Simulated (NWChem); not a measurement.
# InNH3O (SMILES [NH2][In][OH]): levels of theory compared

We compute a comparison of 3 runs (UB3LYP/def2-TZVPP, UB3LYP/def2-SVP, UB3LYP/def2-TZVP) of InNH3O. 

The results are computed with NWChem 7.3.0.

**1. The structure to begin with**

InNH3O has 6 atoms, charge 0, and is taken as a doublet. SMILES: `[NH2][In][OH]`. Geometry: relaxed at PBE0-D4/def2-TZVP. This is one conformer, not always the lowest.

Bond lengths: N1–In2 2.069 Å, In2–O3 2.009 Å, N1–H4 1.014 Å, N1–H5 1.016 Å, O3–H6 0.960 Å. Angles: N1–In2–O3 111.2°, In2–N1–H4 113.5°, In2–N1–H5 111.0°, In2–O3–H6 114.3°, H4–N1–H5 107.4°.

**2. Energy and gradient at UB3LYP/def2-TZVPP (core potential) (run 1)**

run.nw reads:

```
start run
title "H3InNO B3LYP"
memory stack 880 mb heap 220 mb global 1100 mb

geometry units angstrom noautosym nocenter noautoz
   N    -0.980400   -0.217800   -1.044400
   In    0.940900   -0.096700   -0.287400
   O     0.933000   -0.108100    1.721700
   H    -1.045000    0.034400   -2.024100
   H    -1.612200    0.391600   -0.531900
   H     1.805600   -0.067200    2.120000
end

basis spherical bse
   N library def2-TZVPP
   In library def2-TZVPP
   O library def2-TZVPP
   H library def2-TZVPP
end

ecp bse
   In library def2-TZVPP
end

dft
   xc b3lyp
   mult 2
   grid fine
   convergence energy 1e-08
   iterations 100
   mulliken
   print low
end

task dft gradient
```

On the command line:

```sh
$ nwchem run.nw > run.out
```

Standard output:

```text
[...]
 d= 0,ls=0.0,diis     1   -321.9149992269 -4.41D+02  7.31D-03  2.80D-01     9.1
[...]
 d= 0,ls=0.0,diis    12   -322.0503167079 -7.47D-09  4.14D-07  9.73D-10   100.5
[...]
         Total DFT energy =     -322.050316707899
      One electron energy =     -752.350436391981
           Coulomb energy =      344.919802322310
    Exchange-Corr. energy =      -33.453533707749
 Nuclear repulsion energy =      118.833851069520
[...]
      Total Density - Mulliken Population Analysis
     ---------------------------------------------
    Atom       Charge   Shell Charges
 -----------   ------   -------------------------------------------------------
    1 N    7     7.45   0.82  1.15  0.58  0.78  0.23  1.53  1.50  0.85  0.00  0.01  0.00
    2 In  21    20.45   0.40 -0.85  1.63  0.81  0.94  0.50 -0.41  6.40  0.46  0.34  0.06  8.83  1.16  0.13  0.00  0.05
    3 O    8     8.51   0.79  1.18  0.60  0.89  0.34  1.89  1.80  1.01  0.00  0.01  0.00
    4 H    1     0.88   0.27  0.44  0.08  0.02  0.06  0.01
    5 H    1     0.87   0.27  0.44  0.08  0.02  0.06  0.01
    6 H    1     0.83   0.27  0.40  0.06  0.02  0.08  0.01
[...]
      <S2> =      0.7556 (Exact =     0.7500)
                         DFT ENERGY GRADIENTS
    atom               coordinates                        gradient
                 x          y          z           x          y          z
   1 N      -1.852687  -0.411582  -1.973630    0.006321   0.000790   0.002233
   2 In      1.778043  -0.182737  -0.543107   -0.007229  -0.000576   0.004540
   3 O       1.763114  -0.204279   3.253541    0.000410   0.000269  -0.006151
   4 H      -1.974764   0.065007  -3.824994    0.000572  -0.000002   0.000294
   5 H      -3.046616   0.740017  -1.005145    0.000539  -0.000433   0.000276
   6 H       3.412089  -0.126990   4.006219   -0.000613  -0.000048  -0.001193
 Task  times  cpu:      134.5s     wall:      134.5s
 Total times  cpu:      134.5s     wall:      134.5s
```

It took 2.3 min on 1 thread of Intel Xeon Platinum 8488C (Sapphire Rapids), shared host; peak memory 0.14 GiB.

**3. Energy and gradient at UB3LYP/def2-SVP (core potential) (run 2)**

run.nw reads:

```
start run
title "H3InNO"
memory stack 880 mb heap 220 mb global 1100 mb
charge 0
geometry units angstroms noautosym nocenter noautoz
   N     -0.980400    -0.217800    -1.044400
   In     0.940900    -0.096700    -0.287400
   O      0.933000    -0.108100     1.721700
   H     -1.045000     0.034400    -2.024100
   H     -1.612200     0.391600    -0.531900
   H      1.805600    -0.067200     2.120000
end
basis spherical bse
   * library def2-SVP
end
ecp bse
   In library def2-SVP
end
dft
   xc b3lyp
   mult 2
   grid fine
   convergence energy 1e-08
   iterations 100
   mulliken
   noprint "final vectors analysis"
end
task dft gradient
```

On the command line:

```sh
$ nwchem run.nw > run.out
```

Standard output:

```text
[...]
          Wavefunction type:  spin polarized.
          No. of atoms     :     6
          No. of electrons :    39
[...]
          Charge           :     0
          Spin multiplicity:     2
[...]
          AO basis - number of functions:    69
[...]
              XC Information
              --------------
                         B3LYP Method XC Potential
                     Hartree-Fock (Exact) Exchange  0.200
                        Slater Exchange Functional  0.800 local
                    Becke 1988 Exchange Functional  0.720 non-local
              Lee-Yang-Parr Correlation Functional  0.810
                  VWN I RPA Correlation Functional  0.190 local
[...]
 d= 0,ls=0.0,diis     1   -321.7356710524 -4.41D+02  1.62D-02  2.20D-01     2.2
[...]
 d= 0,ls=0.0,diis    12   -321.8641669582 -4.01D-09  4.31D-07  1.15D-09    21.1
[...]
         Total DFT energy =     -321.864166958245
      One electron energy =     -752.204900323766
           Coulomb energy =      344.952880376742
    Exchange-Corr. energy =      -33.445998080742
 Nuclear repulsion energy =      118.833851069520
[...]
      Total Density - Mulliken Population Analysis
     ---------------------------------------------
    Atom       Charge   Shell Charges
 -----------   ------   -------------------------------------------------------
    1 N    7     7.36   1.99  1.02  0.49  2.36  1.49  0.01
    2 In  21    20.57  -0.60  2.60  0.97  0.45  2.77  3.23  0.74  0.26  9.64  0.49
    3 O    8     8.46   1.99  1.08  0.70  2.82  1.86  0.01
    4 H    1     0.89   0.72  0.13  0.05
    5 H    1     0.89   0.71  0.13  0.05
    6 H    1     0.83   0.69  0.07  0.07
[...]
      <S2> =      0.7558 (Exact =     0.7500)
[...]
  wavefunction    = open shell
                         DFT ENERGY GRADIENTS
    atom               coordinates                        gradient
                 x          y          z           x          y          z
   1 N      -1.852687  -0.411582  -1.973630    0.004926   0.006491  -0.000010
   2 In      1.778043  -0.182737  -0.543107   -0.011365  -0.000898   0.007055
   3 O       1.763114  -0.204279   3.253541    0.006879   0.000760  -0.007613
   4 H      -1.974764   0.065007  -3.824994    0.001430  -0.001539   0.006931
   5 H      -3.046616   0.740017  -1.005145    0.004811  -0.004461  -0.002790
   6 H       3.412089  -0.126990   4.006219   -0.006681  -0.000353  -0.003572
[...]
```

Wall time 27 s (1 thread of Intel Xeon Platinum 8488C (Sapphire Rapids), shared host); peak memory 0.12 GiB.

**4. Energy and gradient at UB3LYP/def2-TZVP (core potential) (run 3)**

geom.xyz reads:

```xyz
6
H3InNO
N     -0.980400    -0.217800    -1.044400
In     0.940900    -0.096700    -0.287400
O      0.933000    -0.108100     1.721700
H     -1.045000     0.034400    -2.024100
H     -1.612200     0.391600    -0.531900
H      1.805600    -0.067200     2.120000
```

geom.nw reads:

```
start geom
title "H3InNO"
memory 2200 mb
charge 0
geometry noautosym nocenter noautoz
   load format xyz geom.xyz
end
basis spherical bse
   * library def2-TZVP
end
ecp bse
   In library def2-TZVP
end
dft
   xc b3lyp
   mult 2
   grid fine
   convergence energy 1e-08
   maxiter 100
   mulliken
   noprint "final vectors analysis"
end
task dft gradient
```

On the command line:

```sh
$ nwchem geom.nw > geom.out
```

Standard output:

```text
[...]
          Wavefunction type:  spin polarized.
          No. of atoms     :     6
          No. of electrons :    39
[...]
          Charge           :     0
          Spin multiplicity:     2
[...]
          AO basis - number of functions:   130
[...]
              XC Information
              --------------
                         B3LYP Method XC Potential
                     Hartree-Fock (Exact) Exchange  0.200
                        Slater Exchange Functional  0.800 local
                    Becke 1988 Exchange Functional  0.720 non-local
              Lee-Yang-Parr Correlation Functional  0.810
                  VWN I RPA Correlation Functional  0.190 local
[...]
 d= 0,ls=0.0,diis     1   -321.9112149741 -4.41D+02  8.59D-03  2.78D-01     7.2
[...]
 d= 0,ls=0.0,diis    12   -322.0464227818 -7.42D-09  4.86D-07  1.08D-09    70.3
[...]
         Total DFT energy =     -322.046422781825
      One electron energy =     -752.343103128008
           Coulomb energy =      344.915378575006
    Exchange-Corr. energy =      -33.452549298343
 Nuclear repulsion energy =      118.833851069520
[...]
      Total Density - Mulliken Population Analysis
     ---------------------------------------------
    Atom       Charge   Shell Charges
 -----------   ------   -------------------------------------------------------
    1 N    7     7.67   0.82  1.15  0.57  0.81  0.25  1.52  1.57  0.95  0.00  0.01  0.00
    2 In  21    20.42   0.40 -0.85  1.63  0.81  0.92  0.50 -0.41  6.40  0.45  0.33  0.06  8.83  1.15  0.13  0.00  0.05
    3 O    8     8.65   0.79  1.18  0.60  0.91  0.34  1.89  1.85  1.06  0.00  0.01  0.00
    4 H    1     0.78   0.27  0.40  0.07  0.04
    5 H    1     0.78   0.27  0.40  0.07  0.04
    6 H    1     0.71   0.26  0.34  0.05  0.05
[...]
      <S2> =      0.7557 (Exact =     0.7500)
[...]
  wavefunction    = open shell
                         DFT ENERGY GRADIENTS
    atom               coordinates                        gradient
                 x          y          z           x          y          z
   1 N      -1.852687  -0.411582  -1.973630    0.006077   0.001055   0.002166
   2 In      1.778043  -0.182737  -0.543107   -0.007210  -0.000559   0.004466
   3 O       1.763114  -0.204279   3.253541    0.002333   0.000341  -0.005375
   4 H      -1.974764   0.065007  -3.824994    0.000407   0.000033   0.001105
   5 H      -3.046616   0.740017  -1.005145    0.000908  -0.000734  -0.000426
   6 H       3.412089  -0.126990   4.006219   -0.002516  -0.000136  -0.001936
[...]
```

Wall time 98 s (1 thread of Intel Xeon Platinum 8488C (Sapphire Rapids), shared host); peak memory 0.14 GiB.

**5. All runs side by side**

| run | level | core potential | energy (Eh) | ⟨S²⟩ | largest force (eV/Å) | wall time |
| --- | --- | --- | --- | --- | --- | --- |
| 1 | UB3LYP/def2-TZVPP (core potential) | def2-TZVPP | -322.050317 | 0.756 | 0.440 | 2.3 min |
| 2 | UB3LYP/def2-SVP (core potential) | def2-SVP | -321.864167 | 0.756 | 0.689 | 27 s |
| 3 | UB3LYP/def2-TZVP (core potential) | def2-TZVP | -322.046423 | 0.756 | 0.437 | 98 s |

**6. Results**

| quantity | value |
| --- | --- |
| run 3: total energy | -322.04642 Eh |
| run 3: dipole moment | 2.44 D |
| run 3: ⟨S²⟩ | 0.756 |
| run 3: largest force on an atom | 0.437 eV/Å |

What this shows: Over the runs the total energy spans 5.065 eV. All runs together took 4.3 min, the longest 2.3 min.
